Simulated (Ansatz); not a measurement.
# WSe: magnetic order and moments

One table from this session's results is given with a row withheld; the runs are named, their logs left out.

Computed with Ansatz 0.2.0 (DFT PBE, scalar-relativistic, plane waves, PAW, unless a step's input says otherwise).

2 further runs of the same task are left out: 2 set aside as unsound or not needed.

## The structure to begin with

The structure is cubic, space group F-43m (No. 216). Conventional cell: a = 5.678 Å, b = 5.678 Å, c = 5.678 Å, α = 90.00°, β = 90.00°, γ = 90.00°. W (site symmetry -43m) has 4 Se at 2.46 Å as nearest neighbours. Se (site symmetry -43m) has 4 W at 2.46 Å as nearest neighbours.

Structure file:

```cif
data_structure
_symmetry_space_group_name_H-M 'P 1'
_symmetry_Int_Tables_number 1
_cell_length_a 4.0148
_cell_length_b 4.0148
_cell_length_c 4.0148
_cell_angle_alpha 60.000
_cell_angle_beta 60.000
_cell_angle_gamma 60.000
_cell_volume 45.76
loop_
_atom_site_label
_atom_site_type_symbol
_atom_site_fract_x
_atom_site_fract_y
_atom_site_fract_z
_atom_site_occupancy
W1 W 0.00000 0.00000 0.00000 1
Se1 Se 0.25000 0.25000 0.25000 1
```

It is the result of an earlier relaxation at this level (volume 22.88 Å³/atom; gap on the mesh: none (metal), site moments up to 0.8 μB).

The structure is invented: a known structure type filled with these elements, not a reported compound.

The first run:

input.yaml reads:

```yaml
crystal:
  lattice:
    - [0.0, 2.8388663756, 2.8388663756]
    - [2.8388663756, 0.0, 2.8388663756]
    - [2.8388663756, 2.8388663756, 0.0]
  atoms:
    - { symbol: W, position: [0.0, 0.0, 0.0] }
    - { symbol: Se, position: [0.25, 0.25, 0.25] }
basis:
  ecutwfc: 420
kpoints:
  mp_grid: { grid: [12, 12, 12] }
hamiltonian:
  xc: pbe
scf:
  occupations: { method: gaussian, width: 0.1 }
  lower_state_search: "off"
output:
  forces: true
  stress: true
  eigenvalues: true
```

Run with:

```
$ ansatz run input.yaml --threads 1 --pin off --max-ram 2560MiB --backend cpu --events-out ev --progress --plain --runs-dir out
```

Steps of the session up to this table: Start: no spin polarisation; Magnetic start: ferromagnetic; Magnetic start: large parallel starting moments; Start: antiferromagnetic, doubled cell, propagation vector (0, 0, 1/2); Start: antiferromagnetic, doubled cell, propagation vector (0, 1/2, 1/2); Start: small parallel starting moments.

One of the session's tables, all rows but one given; the rest of the session is left out.

It belongs to the step «The magnetic starts in order of energy». 

```
                                                            start  energy above the lowest (meV/atom)  pressure (GPa)
                                                    ferromagnetic                                0.00             0.0
                                  large parallel starting moments                                0.00             0.0
                                  small parallel starting moments                                0.00             0.0
antiferromagnetic, doubled cell, propagation vector (0, 1/2, 1/2)                                4.97            -0.8
  antiferromagnetic, doubled cell, propagation vector (0, 0, 1/2)                                   ?               ?
                                                          no spin                                13.4            -1.8
```

Estimate the missing values for antiferromagnetic, doubled cell, propagation vector (0, 0, 1/2).

As computed: energy above the lowest (meV/atom): 11.6; pressure (GPa): -0.8. In the column «energy above the lowest (meV/atom)» it lies between antiferromagnetic, doubled cell, propagation vector (0, 1/2, 1/2) (4.97) and no spin (13.4).

Caveats from the session: Only these starts were tried, so a lower state is not ruled out.
